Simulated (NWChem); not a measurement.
**One shape, several levels: C2H5ClGe (SMILES C[CH2][Ge][Cl])**

Wanted: a comparison of 4 runs (HF/STO-3G, HF/3-21G, B3LYP/6-31G*) of C2H5ClGe. 

Program for the calculation: NWChem 7.3.0.

### Step 1. Starting point

The species is C2H5ClGe (9 atoms), meant as a singlet with charge 0. As SMILES, `C[CH2][Ge][Cl]`. The coordinates come from a PBE0-D4/def2-TZVP relaxation. This is one conformer, not always the lowest.

Bond lengths: C1–C2 1.517 Å, C2–Ge3 1.993 Å, Ge3–Cl4 2.197 Å, C1–H5 1.092 Å, C1–H6 1.094 Å, C1–H7 1.092 Å, C2–H8 1.100 Å, C2–H9 1.101 Å. Some angles: C1–C2–Ge3 121.4°, C2–Ge3–Cl4 99.6°, C1–C2–H8 111.5°, C1–C2–H9 111.4°, Ge3–C2–H8 103.7°, Ge3–C2–H9 103.2°, C2–C1–H5 111.4°, C2–C1–H6 111.5°, C2–C1–H7 111.4°, H8–C2–H9 103.9°.

### Step 2. Energy and gradient at HF/STO-3G (run 1)

Contents of mol.nw:

```
start mol
memory 2200 mb

geometry units angstroms noautosym nocenter noautoz
  C       -0.161700       0.922800      -0.026200
  C       -0.083000      -0.427500       0.659600
  Ge       0.544600      -2.051500      -0.311300
  Cl       0.831900      -1.193100      -2.312900
  H       -0.825000       0.891400      -0.892500
  H       -0.533000       1.696000       0.652500
  H        0.816600       1.241600      -0.391500
  H        0.562000      -0.391100       1.550500
  H       -1.064000      -0.734900       1.054800
end

basis spherical bse
  * library STO-3G
end

scf
  singlet
  rhf
  thresh 1e-08
  maxiter 80
end

task scf gradient
```

The run is started by

```console
$ nwchem mol.nw > mol.out
```

The log of the run:

```text
[...]
  functions       =    42
[...]
  wavefunction    = RHF
[...]
         Total SCF energy =  -2584.089857930877
      One-electron energy =  -4266.864303746379
      Two-electron energy =   1356.967849216102
 Nuclear repulsion energy =    325.806596599400
        Time for solution =      2.7s
[...]
                         RHF ENERGY GRADIENTS
    atom               coordinates                        gradient
                 x          y          z           x          y          z
   1 C      -0.305569   1.743839  -0.049511    0.000737  -0.019456   0.010150
   2 C      -0.156847  -0.807858   1.246463   -0.005575   0.045180  -0.010105
   3 Ge      1.029145  -3.876773  -0.588272    0.003984  -0.019643   0.001331
   4 Cl      1.572063  -2.254632  -4.370747    0.001954   0.002728  -0.010570
   5 H      -1.559024   1.684502  -1.686580   -0.001712   0.000093  -0.004544
   6 H      -1.007224   3.204975   1.233046   -0.001829   0.004322   0.003022
   7 H       1.543150   2.346284  -0.739828    0.003825   0.001330  -0.002888
   8 H       1.062026  -0.739072   2.930020    0.006023  -0.005776   0.008903
   9 H      -2.010668  -1.388760   1.993283   -0.007405  -0.008778   0.004702
[...]
```

Wall time 4.5 s (1 thread of Intel Xeon 6975P-C (Granite Rapids), shared host); peak memory 0.097 GiB.

### Step 3. Energy and forces at HF/3-21G (run 2)

Contents of work.nw:

```
start work
title "C2H5ClGe"
memory 2200 mb
geometry noautosym nocenter noautoz
  C    -0.161700    0.922800   -0.026200
  C    -0.083000   -0.427500    0.659600
  Ge    0.544600   -2.051500   -0.311300
  Cl    0.831900   -1.193100   -2.312900
  H    -0.825000    0.891400   -0.892500
  H    -0.533000    1.696000    0.652500
  H     0.816600    1.241600   -0.391500
  H     0.562000   -0.391100    1.550500
  H    -1.064000   -0.734900    1.054800
end
basis spherical bse
  * library 3-21G
end
scf
  thresh 1e-08
  maxiter 80
end
task scf gradient
```

The run is started by

```console
$ nwchem work.nw > work.out
```

The log of the run:

```text
[...]
  functions       =    63
[...]
  wavefunction    = RHF
[...]
         Total SCF energy =  -2600.893136637670
      One-electron energy =  -4270.882055806666
      Two-electron energy =   1344.182322569597
 Nuclear repulsion energy =    325.806596599400
        Time for solution =      3.0s
[...]
                         RHF ENERGY GRADIENTS
    atom               coordinates                        gradient
                 x          y          z           x          y          z
   1 C      -0.305569   1.743839  -0.049511    0.001066  -0.015104   0.007400
   2 C      -0.156847  -0.807858   1.246463   -0.001167   0.018585  -0.008700
   3 Ge      1.029145  -3.876773  -0.588272    0.004780   0.008237  -0.028457
   4 Cl      1.572063  -2.254632  -4.370747   -0.004386  -0.011073   0.028676
   5 H      -1.559024   1.684502  -1.686580   -0.003464  -0.000224  -0.005055
   6 H      -1.007224   3.204975   1.233046   -0.001982   0.004833   0.002992
   7 H       1.543150   2.346284  -0.739828    0.005270   0.001674  -0.002288
   8 H       1.062026  -0.739072   2.930020    0.003586  -0.002582   0.003958
   9 H      -2.010668  -1.388760   1.993283   -0.003703  -0.004346   0.001474
[...]
```

Run time: 4.8 s. Hardware: 1 thread of Intel Xeon 6975P-C (Granite Rapids), shared host; peak memory 0.099 GiB.

### Step 4. Energy and gradient at B3LYP/6-31G(d) (Cartesian functions) (run 3)

Contents of c2h5clge.nw:

```
echo
start c2h5clge
memory stack 880 mb heap 220 mb global 1100 mb

geometry noautosym nocenter noautoz
C     -0.161700     0.922800    -0.026200
C     -0.083000    -0.427500     0.659600
Ge     0.544600    -2.051500    -0.311300
Cl     0.831900    -1.193100    -2.312900
H     -0.825000     0.891400    -0.892500
H     -0.533000     1.696000     0.652500
H      0.816600     1.241600    -0.391500
H      0.562000    -0.391100     1.550500
H     -1.064000    -0.734900     1.054800
end

basis
* library 6-31G*
end

dft
xc b3lyp
grid fine
convergence energy 1e-08
iterations 100
mulliken
print low
end

task dft gradient
```

The run is started by

```console
$ nwchem c2h5clge.nw > c2h5clge.out
```

The log of the run:

```text
[...]
 d= 0,ls=0.0,diis     1  -2616.1602317034 -2.94D+03  1.37D-02  1.31D+00     2.5
[...]
 d= 0,ls=0.0,diis    10  -2616.2197870049 -4.09D-09  3.46D-07  7.78D-10    19.1
         Total DFT energy =    -2616.219787004860
      One electron energy =    -4284.350659207736
           Coulomb energy =     1462.359640618357
    Exchange-Corr. energy =     -120.035365014881
 Nuclear repulsion energy =      325.806596599400
[...]
                         DFT ENERGY GRADIENTS
    atom               coordinates                        gradient
                 x          y          z           x          y          z
   1 C      -0.305569   1.743839  -0.049511    0.000267  -0.003755   0.001788
   2 C      -0.156847  -0.807858   1.246463    0.001031   0.001030  -0.004195
   3 Ge      1.029145  -3.876773  -0.588272   -0.000656   0.009412  -0.006541
   4 Cl      1.572063  -2.254632  -4.370747   -0.001909  -0.003261   0.010931
   5 H      -1.559024   1.684502  -1.686580    0.001454  -0.000323   0.001455
   6 H      -1.007224   3.204975   1.233046    0.000850  -0.001984  -0.001489
   7 H       1.543150   2.346284  -0.739828   -0.001794  -0.000992   0.000506
   8 H       1.062026  -0.739072   2.930020   -0.001175  -0.000373  -0.001689
   9 H      -2.010668  -1.388760   1.993283    0.001931   0.000246  -0.000766
 Task  times  cpu:       26.8s     wall:       26.8s
[...]
```

Run time: 28 s. Hardware: 1 thread of Intel Xeon 6975P-C (Granite Rapids), shared host; peak memory 0.13 GiB.

### Step 5. Energy and gradient at B3LYP/6-31G(d) (spherical functions) (run 4)

Contents of nw.nw:

```
start nw
memory total 2200 mb
geometry units angstrom noautosym nocenter noautoz
  C     -0.161700     0.922800    -0.026200
  C     -0.083000    -0.427500     0.659600
  Ge     0.544600    -2.051500    -0.311300
  Cl     0.831900    -1.193100    -2.312900
  H     -0.825000     0.891400    -0.892500
  H     -0.533000     1.696000     0.652500
  H      0.816600     1.241600    -0.391500
  H      0.562000    -0.391100     1.550500
  H     -1.064000    -0.734900     1.054800
end
basis spherical bse
  * library 6-31G*
end
dft
  xc b3lyp
  grid xfine
  convergence energy 1e-08
  iterations 100
  mulliken
end
task dft gradient
```

The run is started by

```console
$ nwchem nw.nw > nw.out
```

The log of the run:

```text
[...]
          Wavefunction type:  closed shell.
          No. of atoms     :     9
          No. of electrons :    66
[...]
          Charge           :     0
          Spin multiplicity:     1
[...]
          AO basis - number of functions:    88
[...]
              XC Information
              --------------
                         B3LYP Method XC Potential
                     Hartree-Fock (Exact) Exchange  0.200
                        Slater Exchange Functional  0.800 local
                    Becke 1988 Exchange Functional  0.720 non-local
              Lee-Yang-Parr Correlation Functional  0.810
                  VWN I RPA Correlation Functional  0.190 local
[...]
 d= 0,ls=0.0,diis     1  -2616.1546827459 -2.94D+03  1.39D-02  3.86D-01     3.9
[...]
 d= 0,ls=0.0,diis    10  -2616.2097753405 -1.79D-09  3.67D-07  1.97D-09    31.5
         Total DFT energy =    -2616.209775340520
      One electron energy =    -4284.395147934633
           Coulomb energy =     1462.468435339145
    Exchange-Corr. energy =     -120.089659344431
 Nuclear repulsion energy =      325.806596599400
[...]
      Total Density - Mulliken Population Analysis
     ---------------------------------------------
    Atom       Charge   Shell Charges
 -----------   ------   -------------------------------------------------------
    1 C    6     6.43   2.00  0.67  2.13  0.62  0.98  0.04
    2 C    6     6.40   2.00  0.67  2.08  0.61  1.01  0.03
    3 Ge  32    31.72   2.00  2.00  6.00  2.00  5.99  1.63  1.48  0.29  0.19  6.85  2.94  0.34
    4 Cl  17    17.23   2.00  2.00  5.97  1.41  3.60  0.54  1.70  0.01
    5 H    1     0.84   0.53  0.31
    6 H    1     0.86   0.53  0.33
    7 H    1     0.84   0.53  0.31
    8 H    1     0.84   0.52  0.32
    9 H    1     0.84   0.52  0.32
[...]
  wavefunction    = closed shell
[...]
```

Run time: 42 s. Hardware: 1 thread of Intel Xeon 6975P-C (Granite Rapids), shared host; peak memory 0.14 GiB.

### Step 6. All runs side by side

| run | level | Cartesian functions | iteration cap | energy (Eh) | dipole moment (D) | HOMO energy (eV) | LUMO energy (eV) | wall time |
| --- | --- | --- | --- | --- | --- | --- | --- | --- |
| 1 | HF/STO-3G | no | 80 | -2584.089858 | 3.04 | -6.93 | 3.96 | 4.5 s |
| 2 | HF/3-21G | no | 80 | -2600.893137 | 3.54 | -9.12 | 0.35 | 4.8 s |
| 3 | B3LYP/6-31G* (Cartesian functions) | yes | 100 | -2616.219787 | – | – | – | 28 s |
| 4 | B3LYP/6-31G* (spherical functions) | no | 100 | -2616.209775 | 2.44 | -6.40 | -2.74 | 42 s |

### Step 7. Results

```
                       quantity           value
            run 4: total energy  -2616.20978 Eh
           run 4: dipole moment          2.44 D
             run 4: HOMO energy        -6.40 eV
             run 4: LUMO energy        -2.74 eV
           run 4: HOMO–LUMO gap         3.66 eV
run 4: largest force on an atom      0.572 eV/Å
```

**Reading.** Over runs 1, 2, 4 the dipole moment (its size) runs from 2.44 D (B3LYP/6-31G*) to 3.54 D (HF/3-21G). The two ends differ in method and basis. Over runs 1, 2, 4 the HOMO–LUMO gap runs from 3.66 eV (B3LYP/6-31G*) to 10.89 eV (HF/STO-3G). In run 1 the basis is minimal, so the values are rough. All runs together took 79 s, the longest 42 s.
